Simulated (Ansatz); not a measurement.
**AlSnSiH7 (SMILES [SiH3][AlH][SnH3]) at wB97M-V/def2-SVP (core potential)**

Aim: the electronic atomisation energy of AlSnSiH7 at wB97M-V/def2-SVP (core potential), from 5 runs. 

Program for the calculation: Ansatz 0.2.0.

44 further runs of the same task are left out: 44 set aside as unsound or not needed.

**1. The system as given**

The species is AlSnSiH7 (10 atoms), meant as a singlet with charge 0. As SMILES, `[SiH3][AlH][SnH3]`. Geometry: relaxed at PBE0-D4/def2-TZVP.

Bond lengths: Si1–Al2 2.456 Å, Al2–Sn3 2.662 Å, Si1–H4 1.492 Å, Si1–H5 1.489 Å, Si1–H6 1.492 Å, Al2–H7 1.590 Å, Sn3–H8 1.713 Å, Sn3–H9 1.712 Å, Sn3–H10 1.713 Å. Some angles: Si1–Al2–Sn3 119.8°, Si1–Al2–H7 121.6°, Sn3–Al2–H7 118.6°, Al2–Si1–H4 109.8°, Al2–Si1–H5 114.3°, Al2–Si1–H6 109.8°, Al2–Sn3–H8 112.0°, Al2–Sn3–H9 113.4°, Al2–Sn3–H10 111.9°, H4–Si1–H5 107.9°.

**2. The energy at wB97M-V/def2-SVP (core potential)**

Input file in.yaml:

```yaml
crystal:
  periodic: [false, false, false]
  atoms:
    - symbol: Si
      position_ang: [-1.727600, 1.016900, -0.987400]
    - symbol: Al
      position_ang: [0.630900, 0.366100, -0.771800]
    - symbol: Sn
      position_ang: [1.403800, -1.143700, 1.279600]
    - symbol: H
      position_ang: [-2.584500, -0.202700, -1.056000]
    - symbol: H
      position_ang: [-2.025800, 1.852500, -2.183800]
    - symbol: H
      position_ang: [-2.154500, 1.780100, 0.221500]
    - symbol: H
      position_ang: [1.723200, 0.824500, -1.833100]
    - symbol: H
      position_ang: [2.608000, -0.374300, 2.224600]
    - symbol: H
      position_ang: [0.128400, -1.541500, 2.349800]
    - symbol: H
      position_ang: [2.081400, -2.629000, 0.759800]
basis:
  gaussian:
    orbitals: def2-SVP
hamiltonian:
  xc: {name: wB97M-V}
accuracy: high
output: {orbitals: {seedname: orbitals}}
```

Run with:

```
$ ansatz run in.yaml --threads 1 --pin off --max-ram 3480MiB --events-out events.jsonl --progress --plain --runs-dir runs
```

Log:

```text
Warning: RAYON_NUM_THREADS=1 ignored (pool sized by the plan → 1); use --threads N
Functional definition: wB97M-V
  name "wB97M-V"
  parameter omega = 0.3/bohr
  parameter cx = 0.15
  parameter cx01 = 1.007
  parameter cx10 = 0.259
  parameter css00 = 0.443
  parameter css04 = -1.437
  parameter css10 = -4.535
  parameter css20 = -3.390
  parameter css43 = 4.278
  parameter cos00 = 1.000
  parameter cos10 = 1.358
  parameter cos20 = 2.924
  parameter cos21 = -8.812
  parameter cos60 = -1.390
  parameter cos61 = 9.142
  parameter b = 6.0
  parameter c = 0.01
  gx(w, u) = 1 - cx + cx01*u + cx10*w
  gss(w, u) = css00 + css04*u^4 + css10*w + css20*w^2 + css43*w^4*u^3
  gos(w, u) = cos00 + cos10*w + (cos20 + cos21*u)*w^2 + (cos60 + cos61*u)*w^6
  exchange = spin_sum(e_x_unif_sr(omega)*gx(b97_w, b97_u_x)) + cx*exact_x_sr(omega) + exact_x_lr(omega)
  correlation = spin_sum(e_c_pw_mod_same_spin*gss(b97_w, b97_u_same))
      + integral(e_c_pw_mod_opposite_spin*gos(b97_w_opposite, b97_u_opposite)) + vv10(b, c)
2236 factors; integrals over basis functions are off by at most 3.6e-8 eV
506 factors; integrals over basis functions are off by at most 2.5e-9 eV
mean field evaluation 1: about -20410.4666 eV, gradient 1.1e1 eV
mean field evaluation 2: about -20410.9602 eV, gradient 3.5e0 eV
mean field evaluation 4: about -20411.0134 eV, gradient 9.9e-1 eV
mean field evaluation 8: about -20411.0762 eV, gradient 5.8e-2 eV
mean field evaluation 16: about -20411.0762 eV, gradient 6.8e-6 eV
mean field -20411.07619798 eV, -750.0932151514 hartree, gradient 9.4e-8 eV, S^2 0.000000; 0 other end points of the search recorded, 0 dependent functions left out
reference -20411.07620411 eV, -750.0932153767 hartree; 28, 28 occupied and 69, 69 virtual orbitals, 2236 factors
Total energy: -20411.07620411 eV, -750.0932153767 hartree
```

It took 96 s on 1 thread of Intel Xeon Platinum 8259CL at 2.50GHz (Skylake/Cascade Lake), shared host; peak memory 0.78 GiB.

**3. The Al atom, same level**

Input file run.yaml:

```yaml
crystal:
  periodic: [false, false, false]
  atoms:
    - {symbol: Al, position_ang: [0.000000, 0.000000, 0.000000]}
basis:
  gaussian:
    orbitals: def2-SVP
magnetization:
  spin_polarized: true
  initial_magnetization: 1
hamiltonian:
  xc: {name: wB97M-V}
accuracy: high
```

Run the same way, it converges to -242.26315 Eh (log not shown).

**4. The H atom at the same level**

Input file in.yaml:

```yaml
crystal:
  periodic: [false, false, false]
  atoms:
    - {symbol: H, position_ang: [0.000000, 0.000000, 0.000000]}
basis:
  gaussian: {orbitals: def2-SVP}
magnetization: {spin_polarized: true, initial_magnetization: 1}
hamiltonian: {xc: {name: wB97M-V}}
accuracy: high
```

Run the same way, it converges to -0.49171 Eh (log not shown).

**5. The Si atom, same level**

Input file molecule.yaml:

```yaml
basis:
  gaussian:
    orbitals: def2-SVP
crystal:
  periodic: [false, false, false]
  atoms:
    - symbol: Si
      position_ang: [0.000000, 0.000000, 0.000000]
magnetization:
  spin_polarized: true
  initial_magnetization: 2
hamiltonian:
  xc: {name: wB97M-V}
accuracy: high
```

Run with:

```
$ ansatz run molecule.yaml --threads 1 --pin off --max-ram 3480MiB --events-out events.jsonl --progress --plain --runs-dir runs
```

Log (excerpt; [...] marks lines left out):

```text
Warning: RAYON_NUM_THREADS=1 ignored (pool sized by the plan → 1); use --threads N
[... 2 set-up lines as earlier in the session ...]
[...]
  gx(w, u) = 1 - cx + cx01*u + cx10*w
  gss(w, u) = css00 + css04*u^4 + css10*w + css20*w^2 + css43*w^4*u^3
  gos(w, u) = cos00 + cos10*w + (cos20 + cos21*u)*w^2 + (cos60 + cos61*u)*w^6
[...]
      + integral(e_c_pw_mod_opposite_spin*gos(b97_w_opposite, b97_u_opposite)) + vv10(b, c)
134 factors; integrals over basis functions are off by at most 2.5e-9 eV
71 factors; integrals over basis functions are off by at most 1.1e-9 eV
[...]
mean field -7871.01194090 eV, -289.2543536645 hartree, gradient 1.8e-9 eV, S^2 2.000757; 0 other end points of the search recorded, 0 dependent functions left out
reference -7871.01194291 eV, -289.2543537385 hartree; 8, 6 occupied and 10, 12 virtual orbitals, 134 factors
Total energy: -7871.01194291 eV, -289.2543537385 hartree
```

Run time: 5.4 s. Hardware: 1 thread of Intel Xeon Platinum 8259CL at 2.50GHz (Skylake/Cascade Lake), shared host; peak memory 0.24 GiB.

**6. The Sn atom**

Input file in.yaml:

```yaml
crystal:
  periodic: [false, false, false]
  atoms:
    - symbol: Sn
      position_ang: [0.000000, 0.000000, 0.000000]
basis:
  gaussian: {orbitals: def2-SVP}
total_charge: 0
magnetization: {spin_polarized: true, initial_magnetization: 2}
hamiltonian: {xc: {name: wB97M-V}}
accuracy: high
```

Run the same way, it converges to -214.20122 Eh (log not shown).

**7. What came out**

Level: wB97M-V/def2-SVP (core potential).

| quantity | value |
| --- | --- |
| molecule: total energy | -750.09322 Eh |
| molecule: HOMO energy | -9.03 eV |
| molecule: LUMO energy | -0.81 eV |
| molecule: HOMO–LUMO gap | 8.22 eV |
| Al atom: total energy | -242.26315 Eh |
| Al atom: ⟨S²⟩ | 0.750 |
| H atom: total energy | -0.49171 Eh |
| H atom: ⟨S²⟩ | 0.750 |
| Si atom: total energy | -289.25435 Eh |
| Si atom: ⟨S²⟩ | 2.001 |
| Sn atom: total energy | -214.20122 Eh |
| Sn atom: ⟨S²⟩ | 2.003 |
| electronic atomisation energy | 25.375 eV |

What this shows: Taking the molecule apart into free atoms costs 25.37 eV (585 kcal/mol), before zero-point energy and without spin-orbit coupling.
